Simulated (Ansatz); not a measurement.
# Te2Mo: the cost of one run

Computed with Ansatz 0.2.0 (DFT LDA, all-electron LAPW, scalar-relativistic unless said, unless a step's input says otherwise).

## 1. Starting point

Symmetry: P6_3/mmc, No. 194, hexagonal system. Conventional cell: a = 3.473 Å, b = 3.473 Å, c = 13.775 Å, α = 90.00°, β = 90.00°, γ = 120.00°. Te (site symmetry 3m) is surrounded by 3 Mo at 2.69 Å. Around Mo (site symmetry -6m2) lie 6 Te at 2.69 Å.

Coordinates:

```cif
data_structure
_symmetry_space_group_name_H-M 'P6_3/mmc'
_symmetry_Int_Tables_number 194
_cell_length_a 3.4730
_cell_length_b 3.4730
_cell_length_c 13.7755
_cell_angle_alpha 90.000
_cell_angle_beta 90.000
_cell_angle_gamma 120.000
_cell_volume 143.90
loop_
_atom_site_label
_atom_site_type_symbol
_atom_site_symmetry_multiplicity
_atom_site_Wyckoff_symbol
_atom_site_fract_x
_atom_site_fract_y
_atom_site_fract_z
_atom_site_occupancy
Te1 Te 4 f 0.33333 0.66667 0.61962 1
Mo1 Mo 2 c 0.33333 0.66667 0.25000 1
```

Cartesian axes are those of the input's lattice vectors. The structure goes back to a database entry.

## 2. Reference run, LAPW

Input file input.yaml:

```yaml
crystal:
  lattice:
    - [3.47300356951, 0.0, 0.0]
    - [-1.73650178475, 3.00770931863, 0.0]
    - [0.0, 0.0, 13.77545069138]
  atoms:
    - { symbol: Te, position: [0.333333333333, 0.666666666667, 0.619621864424] }
    - { symbol: Te, position: [0.666666666667, 0.333333333333, 0.119621864424] }
    - { symbol: Te, position: [0.333333333333, 0.666666666667, 0.880378135576] }
    - { symbol: Te, position: [0.666666666667, 0.333333333333, 0.380378135576] }
    - { symbol: Mo, position: [0.333333333333, 0.666666666667, 0.25] }
    - { symbol: Mo, position: [0.666666666667, 0.333333333333, 0.75] }
kpoints:
  mp_grid: { grid: [6, 6, 2] }
scf:
  occupations: { method: fixed }
hamiltonian:
  xc: lda
  pseudopotentials: { kind: all_electron, lapw: { basis_error: 0.001 } }
phonons:
  supercell: [1, 1, 1]
```

Command:

```sh
> ansatz run input.yaml --threads 2 --pin off --max-ram 6144MiB --backend cpu --events-out ev --progress --plain --runs-dir out
```

Q: Estimate wall time and peak memory on 2 threads of Arm Neoverse V1, shared host.

About 7.6 min, with a peak of 1.2 GiB.
